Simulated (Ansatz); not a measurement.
# C₃H₉As: small, medium and large basis sets

The task here is to estimate one member of a computed series from the others.

The runs use Ansatz 0.2.0, Gaussian basis; one geometry, several basis sets.

The runs, in order: PBE0-D4/def2-SVP; ωB97M-V/def2-SVP; PBE0-D4/def2-QZVPP; ωB97M-V/def2-QZVPP; the functionals' def2-TZVPP values are taken from earlier runs.

## The relaxed structure

All runs share one geometry, relaxed beforehand with PBE0-D4 in a triple-zeta def2 set.

SMILES `CC[AsH]C`, 13 atoms, charge 0, spin multiplicity 1.

Atoms are counted from 1 here; the program's logs count them from 0.

Bond lengths: C1–C2 1.518 Å, C1–H5 1.093 Å, C1–H6 1.093 Å, C1–H7 1.093 Å, C2–As3 1.976 Å, C2–H8 1.092 Å, C2–H9 1.094 Å, As3–C4 1.968 Å, As3–H10 1.528 Å, C4–H11 1.091 Å, C4–H12 1.090 Å, C4–H13 1.090 Å. Angles: C2–C1–H5 111.3°, C2–C1–H6 111.3°, C2–C1–H7 111.4°, H5–C1–H6 107.5°, H5–C1–H7 107.6°, H6–C1–H7 107.5°, C1–C2–As3 112.0°, C1–C2–H8 111.4°, C1–C2–H9 110.7°, As3–C2–H8 109.0°, As3–C2–H9 106.1°, H8–C2–H9 107.4°, C2–As3–C4 97.8°, C2–As3–H10 95.0°, C4–As3–H10 95.5°, As3–C4–H11 108.6°, As3–C4–H12 109.2°, As3–C4–H13 111.9° and more.

As a file:

```xyz
13
charge 0, multiplicity 1
C    -0.44995    2.02829   -0.28754
C    -0.59481    0.51890   -0.21723
As    1.15322   -0.39777   -0.31615
C     0.54137   -2.19692    0.19621
H    -1.42584    2.52146   -0.27814
H     0.12088    2.41310    0.56165
H     0.06818    2.33783   -1.19882
H    -1.10771    0.21041    0.69642
H    -1.18094    0.14703   -1.06239
H     1.59701    0.01093    1.08764
H     0.01539   -2.63902   -0.65106
H     1.40712   -2.81915    0.42458
H    -0.12343   -2.16981    1.05952
```

The first run:

The input, in.yaml:

```yaml
crystal:
  periodic: [false, false, false]
  atoms:
    - {symbol: C, position_ang: [-0.449952, 2.028290, -0.287537]}
    - {symbol: C, position_ang: [-0.594812, 0.518897, -0.217232]}
    - {symbol: As, position_ang: [1.153220, -0.397771, -0.316146]}
    - {symbol: C, position_ang: [0.541373, -2.196916, 0.196206]}
    - {symbol: H, position_ang: [-1.425839, 2.521462, -0.278141]}
    - {symbol: H, position_ang: [0.120884, 2.413102, 0.561651]}
    - {symbol: H, position_ang: [0.068185, 2.337834, -1.198818]}
    - {symbol: H, position_ang: [-1.107707, 0.210414, 0.696415]}
    - {symbol: H, position_ang: [-1.180938, 0.147032, -1.062390]}
    - {symbol: H, position_ang: [1.597005, 0.010933, 1.087641]}
    - {symbol: H, position_ang: [0.015392, -2.639017, -0.651058]}
    - {symbol: H, position_ang: [1.407119, -2.819148, 0.424584]}
    - {symbol: H, position_ang: [-0.123431, -2.169812, 1.059524]}
basis:
  gaussian: {orbitals: def2-SVP}
hamiltonian: {xc: pbe0, dispersion: d4}
output: {orbitals: {seedname: orbitals}}
```

Among the steps run: PBE0-D4 in def2-SVP; ωB97M-V in def2-SVP; PBE0-D4 in def2-QZVPP; ωB97M-V in def2-QZVPP.

One of the session's tables, all rows but one given; the rest of the session is left out.

It belongs to the step «Functionals by basis». 

| functional | basis | HOMO (eV) | LUMO (eV) |
| --- | --- | --- | --- |
| PBE0-D4 | def2-SVP | -6.66 | 1.05 |
| PBE0-D4 | def2-TZVPP | -6.70 | 0.66 |
| PBE0-D4 | def2-QZVPP | ? | ? |
| ωB97M-V | def2-SVP | -8.82 | 2.85 |
| ωB97M-V | def2-TZVPP | -8.87 | 2.25 |
| ωB97M-V | def2-QZVPP | -8.91 | 1.68 |

Q: Estimate the row for PBE0-D4, def2-QZVPP from the others.

The run gave: HOMO (eV): -6.74; LUMO (eV): 0.35. In the column «HOMO (eV)» it lies between ωB97M-V, def2-SVP (-8.82) and PBE0-D4, def2-TZVPP (-6.70).
